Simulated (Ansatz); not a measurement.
**CH₂Ge+ (doublet): from Hartree-Fock to the top rungs, cc-pVDZ**

One table from this session's results is given with a row withheld; the runs are named, their logs left out.

Program: Ansatz 0.2.0, Gaussian basis. Level of theory: cc-pVDZ, core rule «outside noble gas», up to 15 orbitals frozen. These are calculated values, not measurements.

Plan: UHF; CCSD(T) on ROHF; CCSD(T) on UHF; BCCD(T) on ROHF; CISD; CCSDT(Q) on ROHF; CCSDT(Q) on UHF; CCSDTQ on ROHF; CASSCF and MRCISD+Q, 9 electrons in 10 orbitals; CASSCF and NEVPT2, 9 electrons in 10 orbitals.

4 further runs of the same task are left out: 4 set aside as unsound or not needed.

## The system

The geometry is a PBE0/def2-TZVP stationary point (not a proven minimum) of the parent state, kept for this charge and spin. No spin-orbit coupling is included. The filled d shell of Ge may be among the frozen orbitals whatever the setting's name suggests; the logs give the count.

4 atoms, charge 1, spin multiplicity 2.

Atoms are counted from 1 here; the program's logs count them from 0.

Bond lengths: Ge1–C2 1.786 Å, C2–H3 1.089 Å, C2–H4 1.089 Å. Angles: Ge1–C2–H3 123.1°, Ge1–C2–H4 123.1°, H3–C2–H4 113.7°.

Geometry (Å):

```xyz
4
CH2Ge
Ge    0.00000    0.00000    0.30297
C     0.00000    0.00000   -1.48340
H     0.00000   -0.91220   -2.07900
H     0.00000    0.91220   -2.07900
```

Set-up of the first run:

in.yaml reads:

```yaml
crystal:
  periodic: [false, false, false]
  atoms:
    - {symbol: Ge, position_ang: [0.000000, 0.000000, 0.302970]}
    - {symbol: C, position_ang: [0.000000, 0.000000, -1.483402]}
    - {symbol: H, position_ang: [0.000000, -0.912198, -2.078999]}
    - {symbol: H, position_ang: [0.000000, 0.912198, -2.078999]}
basis:
  gaussian: {orbitals: cc-pVDZ}
total_charge: 1
magnetization: {spin_polarized: true, initial_magnetization: 1}
hamiltonian: {xc: hf}
output: {orbitals: {seedname: orbitals}}
```

The run is started by

```bash
$ ansatz run in.yaml --threads 1 --pin off --events-out ev --progress --plain --max-ram 2816MiB --backend cpu
```

Among the steps run: UHF; CCSD(T) on ROHF; CCSD(T) on UHF; BCCD(T) on ROHF; CISD; CCSDT(Q) on ROHF; CCSDT(Q) on UHF; CCSDTQ on ROHF; CASSCF and MRCISD+Q, 9 electrons in 10 orbitals; CASSCF and NEVPT2, 9 electrons in 10 orbitals.

One table of the session follows, with a row left open; its other results are not shown here.

```
          method  from RCCSDTQ (meV)
            ROHF                   ?
             UHF             +5504.9
            RMP2             +1027.0
            UMP2             +1030.9
           RCCSD              +169.1
           UCCSD              +167.1
        RCCSD(T)               +31.1
        UCCSD(T)               +30.5
         BCCD(T)               +30.4
          RCCSDT                +8.7
          UCCSDT                +8.0
       RCCSDT(Q)                +0.5
       UCCSDT(Q)                -0.5
         RCCSDTQ                   0
  CASSCF valence             +3033.2
  NEVPT2 valence              +743.4
  MRCISD valence              +156.8
MRCISD+Q valence               +16.7
```

Estimate the missing values for ROHF.

As computed: from RCCSDTQ (meV): +5579.7. In the column «from RCCSDTQ (meV)» it is the highest.

Limits of these values: Restricted and unrestricted rows rest on different reference determinants; where their highest levels disagree by more than a few hundredths of an eV, they describe different states and don't form one ladder.
